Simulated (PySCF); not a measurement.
# One shape, several levels: C6H7N (SMILES Cc1ccncc1)

We compute a comparison of 6 runs (BLYP/6-31G*, PBE/6-31G*, SVWN5/6-31G*, r2SCAN/6-31G*, revPBE/6-31G*, CCSD(T)/6-31G*) of C6H7N. Input form: a Python script.

Program for the calculation: PySCF 2.14.0.

## 1. Starting point

The species is C6H7N (14 atoms), meant as a singlet with charge 0. As SMILES, `Cc1ccncc1`. The C6–H13 distance was set to 1.948 Å, away from the relaxed value. At this shape a bond of the SMILES string is far longer than usual.

Bond lengths: C1–C2 1.496 Å, C2–C3 1.390 Å, C3–C4 1.385 Å, C4–N5 1.322 Å, N5–C6 1.323 Å, C2–C7 1.391 Å, C6–C7 1.385 Å, C1–H8 1.088 Å, C1–H9 1.091 Å, C1–H10 1.088 Å, C3–H11 1.080 Å, C4–H12 1.083 Å, C7–H14 1.080 Å. Some angles: C1–C2–C3 121.4°, C1–C2–C7 121.3°, C3–C2–C7 117.3°, C2–C3–C4 119.0°, C3–C4–N5 123.6°, C4–N5–C6 117.6°, N5–C6–C7 123.5°, C2–C7–C6 119.0°, C2–C1–H8 110.9°, C2–C1–H9 109.7°.

## 2. A single-point energy at BLYP/6-31G(d) (spherical functions) (run 1)

File run.py:

```python
from pyscf import gto, dft

mol = gto.M(
    atom='''
C    0.304890  -2.064671   1.527640
C   -0.090180  -1.149371   0.412420
C   -0.897350  -1.587021  -0.631770
C   -1.250650  -0.691591  -1.628150
N   -0.861370   0.571279  -1.647130
C   -0.093150   0.990929  -0.655740
C    0.317650   0.180549   0.389110
H    0.366030  -3.094031   1.181770
H   -0.441840  -2.019321   2.321360
H    1.263160  -1.771091   1.949890
H   -1.243270  -2.609411  -0.667440
H   -1.876560  -0.999731  -2.455960
H    0.445240   2.861380  -0.746300
H    0.946630   0.574789   1.173560
''',
    max_memory=1860,
    charge=0,
    verbose=3,
    basis='6-31g*',
)

mf = dft.RKS(mol, xc='blyp')
mf.conv_tol = 1e-10
mf.grids.level = 5
mf.kernel()
if not mf.converged:
    mf = mf.newton().run(mf.mo_coeff, mf.mo_occ)

e_tot = mf.e_tot
print(f'total energy: {e_tot:.8f} hartree')
```

Launch:

```sh
OMP_NUM_THREADS=1 python run.py
```

The log of the run:

```text
converged SCF energy = -287.348899086549
total energy: -287.34889909 hartree
```

Wall time 50 s (1 thread of Intel Xeon at 2.70GHz, shared host); peak memory 0.62 GiB.

## 3. The energy at PBE/6-31G(d) (spherical functions) (run 2)

File job.py:

```python
from pyscf import gto, dft

molecule = gto.M(
    atom='''
C      0.576159    -3.901663     2.886821
C     -0.170416    -2.171996     0.779361
C     -1.695746    -2.999035    -1.193872
C     -2.363386    -1.306918    -3.076758
N     -1.627753     1.079561    -3.112625
C     -0.176028     1.872584    -1.239169
C      0.600272     0.341188     0.735311
H      0.691696    -5.846871     2.233222
H     -0.834957    -3.815964     4.386735
H      2.387026    -3.346877     3.684758
H     -2.349440    -4.931072    -1.261279
H     -3.546184    -1.889218    -4.641092
H      0.841382     5.407225    -1.410303
H      1.788871     1.086194     2.217707
''',
    charge=0,
    max_memory=1860,
    basis='6-31g*',
    spin=0,
    verbose=4,
    unit='bohr',
)

ks = dft.RKS(molecule, xc='pbe')
ks.grids.level = 5
ks.conv_tol = 1e-10
ks.kernel()
if not ks.converged:
    ks = ks.newton().run(ks.mo_coeff, ks.mo_occ)

e_final = ks.e_tot
print('E(%s) = %.9f' % ('PBE', e_final))
```

Launch:

```sh
OMP_NUM_THREADS=1 python job.py
```

The log of the run:

```text
PySCF version 2.14.0

[... 93 lines left out ...]
converged SCF energy = -287.106642729383
E(PBE) = -287.106642729
```

Wall time 52 s (1 thread of Intel Xeon at 2.70GHz, shared host); peak memory 0.62 GiB.

Run 3 isn't shown in full; the table further down has it.

## 4. The energy at r2SCAN/6-31G(d) (spherical functions) (run 4)

File input.py:

```python
from pyscf import gto, dft

system = gto.Mole()
system.atom = [
    ('C', (0.304890, -2.064671, 1.527640)),
    ('C', (-0.090180, -1.149371, 0.412420)),
    ('C', (-0.897350, -1.587021, -0.631770)),
    ('C', (-1.250650, -0.691591, -1.628150)),
    ('N', (-0.861370, 0.571279, -1.647130)),
    ('C', (-0.093150, 0.990929, -0.655740)),
    ('C', (0.317650, 0.180549, 0.389110)),
    ('H', (0.366030, -3.094031, 1.181770)),
    ('H', (-0.441840, -2.019321, 2.321360)),
    ('H', (1.263160, -1.771091, 1.949890)),
    ('H', (-1.243270, -2.609411, -0.667440)),
    ('H', (-1.876560, -0.999731, -2.455960)),
    ('H', (0.445240, 2.861380, -0.746300)),
    ('H', (0.946630, 0.574789, 1.173560)),
]
system.verbose = 3
system.spin = 0
system.basis = '6-31g*'
system.max_memory = 1860
system.build()

mf = dft.RKS(system, xc='r2scan')
mf.conv_tol = 1e-10
mf.grids.level = 5
mf.kernel()
if not mf.converged:
    mf = mf.newton().run(mf.mo_coeff, mf.mo_occ)

e_final = mf.e_tot
print('E(%s) = %.9f' % ('R2SCAN', e_final))
```

Launch:

```sh
OMP_NUM_THREADS=1 python input.py
```

The log of the run:

```text
converged SCF energy = -287.300595721072
E(R2SCAN) = -287.300595721
```

It took 84 s on 1 thread of Intel Xeon at 2.70GHz, shared host; peak memory 0.68 GiB.

Run 5 isn't shown in full; the table further down has it.

## 5. A single-point energy at CCSD(T)/6-31G(d) (spherical functions) (run 6)

run.py, as its differences from that of step 2:

```diff
@@ -1,2 +1,2 @@
-from pyscf import gto, dft
+from pyscf import gto, cc
 
@@ -19,16 +19,17 @@
 ''',
+    basis='6-31g*',
     max_memory=1860,
-    charge=0,
     verbose=3,
-    basis='6-31g*',
 )
 
-mf = dft.RKS(mol, xc='blyp')
-mf.conv_tol = 1e-10
-mf.grids.level = 5
-mf.kernel()
-if not mf.converged:
-    mf = mf.newton().run(mf.mo_coeff, mf.mo_occ)
+myscf = mol.RHF()
+myscf.conv_tol = 1e-10
+myscf.kernel()
+if not myscf.converged:
+    myscf = myscf.newton().run(myscf.mo_coeff, myscf.mo_occ)
 
-e_tot = mf.e_tot
-print(f'total energy: {e_tot:.8f} hartree')
+mycc = cc.CCSD(myscf, frozen=7)
+mycc.kernel()
+e_t = mycc.ccsd_t()
+e_tot = mycc.e_tot + e_t
+print('Final energy', e_tot)
```

Launch:

```sh
OMP_NUM_THREADS=1 python run.py
```

The log of the run:

```text
converged SCF energy = -285.582042174595
E(CCSD) = -286.5638899801291  E_corr = -0.981847805534235
CCSD(T) correction = -0.0459822249438004
Final energy -286.609872205073
```

It took 2.1 min on 1 thread of Intel Xeon at 2.70GHz, shared host; peak memory 1.1 GiB.

## 6. All runs side by side

```tsv
run	level	integration grid	frozen core orbitals	energy (Eh)	dipole moment (D) of the reference	HOMO energy (eV)	LUMO energy (eV)	wall time
1	BLYP/6-31G* (spherical functions)	5	–	-287.348899	3.66	-5.46	-1.99	50 s
2	PBE/6-31G* (spherical functions)	5	–	-287.106643	3.63	-5.60	-2.10	52 s
3	SVWN5/6-31G* (spherical functions)	5	–	-284.873279	3.56	-5.63	-2.12	28 s
4	r2SCAN/6-31G* (spherical functions)	5	–	-287.300596	3.73	-5.94	-2.08	84 s
5	revPBE/6-31G* (spherical functions)	5	–	-287.401446	3.67	-5.59	-2.08	51 s
6	CCSD(T)/6-31G* (spherical functions)	–	7	-286.609872	3.77	-9.66	2.47	2.1 min
```

## 7. Outcome

| quantity | value |
| --- | --- |
| run 6: total energy | -286.60987 Eh |
| run 6: dipole moment (Hartree–Fock density) | 3.77 D |
| run 6: HOMO energy (Hartree–Fock orbitals) | -9.66 eV |
| run 6: LUMO energy (Hartree–Fock orbitals) | 2.47 eV |
| run 6: HOMO–LUMO gap (Hartree–Fock orbitals) | 12.13 eV |
| run 6: correlation energy (7 core orbitals frozen) | -1027.8 mEh |
| run 6: (T) correction | -45.98 mEh |
| run 6: T1 diagnostic | 0.014 |

What this shows: Over runs 1, 2, 3, 4, 5 the dipole moment (its size) runs from 3.56 D (SVWN5/6-31G*) to 3.73 D (r2SCAN/6-31G*). Over runs 1, 2, 3, 4, 5 the HOMO–LUMO gap runs from 3.46 eV (BLYP/6-31G*) to 3.86 eV (r2SCAN/6-31G*). Totals of different functionals can't be ranked against each other. In runs 1, 2, 3, 4, 5, 6 a closed-shell determinant meets a far-stretched bond, which it describes badly. All runs together took 6.5 min, the longest 2.1 min.
